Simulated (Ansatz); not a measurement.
# Cl2H5HfNO2: the cost of one run

Method: RKS B3LYP/def2-SVP, in Ansatz 0.2.0.

### 1 Starting point

Bond lengths: Hf1–N2 2.560 Å, N2–H3 1.060 Å, N2–H4 1.060 Å, Hf1–O5 2.070 Å, O5–H6 1.010 Å, Hf1–Cl7 2.518 Å, Hf1–O8 2.069 Å, O8–H9 1.010 Å, Hf1–Cl10 2.820 Å. Angles (14 of 15 angles, heavy atoms first): N2–Hf1–O5 109.4°, N2–Hf1–Cl7 109.5°, N2–Hf1–O8 109.5°, N2–Hf1–Cl10 71.6°, O5–Hf1–Cl7 109.5°, O5–Hf1–O8 109.5°, O5–Hf1–Cl10 75.6°, Cl7–Hf1–O8 109.5°, Cl7–Hf1–Cl10 64.5°, O8–Hf1–Cl10 173.5°, Hf1–N2–H3 120.0°, Hf1–N2–H4 120.0°, Hf1–O5–H6 109.5°, Hf1–O8–H9 109.5°.

As a file:

```xyz
11

Hf    0.0000    0.0000    0.0000
N     0.0000    0.0000    2.5600
H    -0.8770   -0.2713    3.0900
H     0.8770    0.2713    3.0900
O     1.9520    0.0000   -0.6893
H     2.2684   -0.9521   -0.8060
Cl   -1.1869    2.0563   -0.8392
O    -0.9750   -1.6891   -0.6893
H    -1.4296   -2.1548    0.0831
Cl    1.0572    2.4585    0.8892
H     0.5567    1.2946    2.2106
```

### 2 A restrained relaxation towards end A

Springs on the bonds that form and break draw the guess towards this end; the thresholds are loose.

input.yaml

```yaml
crystal:
  periodic: [false, false, false]
  atoms:
    - { symbol: Hf, position_ang: [0.0, 0.0, 0.0] }
    - { symbol: "N", position_ang: [0.0, 0.0, 2.56] }
    - { symbol: H, position_ang: [-0.877, -0.2713, 3.09] }
    - { symbol: H, position_ang: [0.877, 0.2713, 3.09] }
    - { symbol: O, position_ang: [1.952, 0.0, -0.6893] }
    - { symbol: H, position_ang: [2.2684, -0.9521, -0.806] }
    - { symbol: Cl, position_ang: [-1.1869, 2.0563, -0.8392] }
    - { symbol: O, position_ang: [-0.975, -1.6891, -0.6893] }
    - { symbol: H, position_ang: [-1.4296, -2.1548, 0.0831] }
    - { symbol: Cl, position_ang: [1.0572, 2.4585, 0.8892] }
    - { symbol: H, position_ang: [0.5567, 1.2946, 2.2106] }
basis:
  gaussian: { orbitals: def2-SVP }
hamiltonian:
  xc: b3lyp
relax:
  f_tol: 0.15
  max_steps: 25
  restrain:
    - { distance: [0, 9], at: 3.72, k: 30.0 }
    - { distance: [10, 1], at: 2.26, k: 30.0 }
    - { distance: [0, 1], at: 2.21, k: 30.0 }
    - { distance: [10, 9], at: 1.37, k: 30.0 }
output:
  orbitals: {}
```

Started as:

```
ansatz run input.yaml --threads 4 --pin off --max-ram 5120MiB --backend cpu --events-out ev --progress --plain --runs-dir out
```

**Question.** How long does this run take on 4 threads of AMD EPYC 9R45 (Zen 5), shared host, and how much memory does it need?

About 14 s, with a peak of 0.39 GiB.
